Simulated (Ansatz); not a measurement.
# ClFH4O2Si2: one species, many methods

An exercise on one series of results from a longer session: the logs are not shown, and one member is left open.

Method: functionals in def2-TZVPP, the program's frozen cores in correlated methods; program: Ansatz 0.2.0, Gaussian basis.

Plan: LDA (SPW92), PBE-D4, revPBE-D4, BLYP-D4, r2SCAN-D4, B97M-V, PBE0-D4, B3LYP-D4, r2SCANh-D4, r2SCAN0-D4, HSE06-D4, BHLYP-D4, CAM-B3LYP-D4, LC-ωPBE, ωB97X-V, ωB97M-V, B2PLYP, PBE-QIDH; CCSD(T)/def2-SVP; CCSD(T)/def2-TZVPP; MP2/def2-QZVPP; extrapolation to the limit; RPA on PBE.

## Structure used throughout

All runs share one geometry, relaxed beforehand with PBE0-D4 in a triple-zeta def2 set.

SMILES `O[SiH](F)O[SiH2]Cl`, 10 atoms, charge 0, spin multiplicity 1.

Atoms are counted from 1 here; the program's logs count them from 0.

Bond lengths: O1–Si2 1.619 Å, O1–H7 0.960 Å, Si2–F3 1.589 Å, Si2–O4 1.628 Å, Si2–H8 1.464 Å, O4–Si5 1.622 Å, Si5–Cl6 2.062 Å, Si5–H9 1.476 Å, Si5–H10 1.476 Å. Angles: Si2–O1–H7 119.3°, O1–Si2–F3 110.6°, O1–Si2–O4 112.2°, O1–Si2–H8 108.5°, F3–Si2–O4 106.6°, F3–Si2–H8 108.8°, O4–Si2–H8 110.0°, Si2–O4–Si5 145.5°, O4–Si5–Cl6 109.2°, O4–Si5–H9 110.5°, O4–Si5–H10 109.5°, Cl6–Si5–H9 107.3°, Cl6–Si5–H10 107.6°, H9–Si5–H10 112.7°.

Set-up of the first run:

Contents of in.yaml:

```yaml
crystal:
  periodic: [false, false, false]
  atoms:
    - {symbol: O, position_ang: [-0.751887, 0.159006, 1.981714]}
    - {symbol: Si, position_ang: [-0.843748, -0.912471, 0.771920]}
    - {symbol: F, position_ang: [-2.239056, -0.790910, 0.020540]}
    - {symbol: O, position_ang: [0.311318, -0.672998, -0.350225]}
    - {symbol: Si, position_ang: [1.093411, 0.427688, -1.248808]}
    - {symbol: Cl, position_ang: [0.749980, 2.305398, -0.468785]}
    - {symbol: H, position_ang: [-0.635761, 1.089349, 1.776551]}
    - {symbol: H, position_ang: [-0.725545, -2.259192, 1.334377]}
    - {symbol: H, position_ang: [0.578640, 0.427126, -2.632104]}
    - {symbol: H, position_ang: [2.545748, 0.175804, -1.182279]}
basis:
  gaussian: {orbitals: def2-TZVPP}
hamiltonian: {xc: lda}
output: {orbitals: {seedname: orbitals}}
```

Steps of the session up to this table: LDA; PBE-D4 (GGA); revPBE-D4 (GGA); BLYP-D4 (GGA); r2SCAN-D4 (meta-GGA); B97M-V (meta-GGA); PBE0-D4 (hybrid); B3LYP-D4 (hybrid); r2SCANh-D4 (hybrid); r2SCAN0-D4 (hybrid); HSE06-D4 (hybrid); BHLYP-D4 (hybrid); CAM-B3LYP-D4 (range-separated); LC-ωPBE-D4 (range-separated; the results give it without D4); ωB97X-V (range-separated); ωB97M-V (range-separated); B2PLYP (double hybrid); PBE-QIDH (double hybrid).

One of the session's tables, all rows but one given; the rest of the session is left out.

It belongs to the step «Frontier levels by functional». 

| functional | HOMO (eV) | gap (eV) |
| --- | --- | --- |
| LDA (SPW92) | -7.83 | 6.79 |
| PBE-D4 | -7.73 | 6.99 |
| revPBE-D4 | -7.69 | 7.07 |
| BLYP-D4 | -7.63 | 7.03 |
| r2SCAN-D4 | -8.11 | 7.80 |
| B97M-V | -8.20 | 7.68 |
| PBE0-D4 | -9.17 | 9.31 |
| B3LYP-D4 | -8.94 | 8.87 |
| r2SCANh-D4 | -8.63 | 8.61 |
| r2SCAN0-D4 | ? | ? |
| HSE06-D4 | -8.76 | 8.53 |
| BHLYP-D4 | -10.49 | 11.52 |
| CAM-B3LYP-D4 | -10.57 | 11.72 |
| LC-ωPBE | -11.95 | 14.31 |
| ωB97X-V | -11.60 | 13.80 |
| ωB97M-V | -11.42 | 13.31 |

**Question.** Estimate the row for r2SCAN0-D4.

Worked estimate for «HOMO (eV)». Against the share of exact exchange, r2SCAN-D4 (0, -8.11), r2SCANh-D4 (0.1, -8.63) give a slope of -5.20 per unit share; at 0.25 the line stands at -9.41.

The run gave: HOMO (eV): -9.41; gap (eV): 9.82. In «HOMO (eV)» the line misses by 0.00.
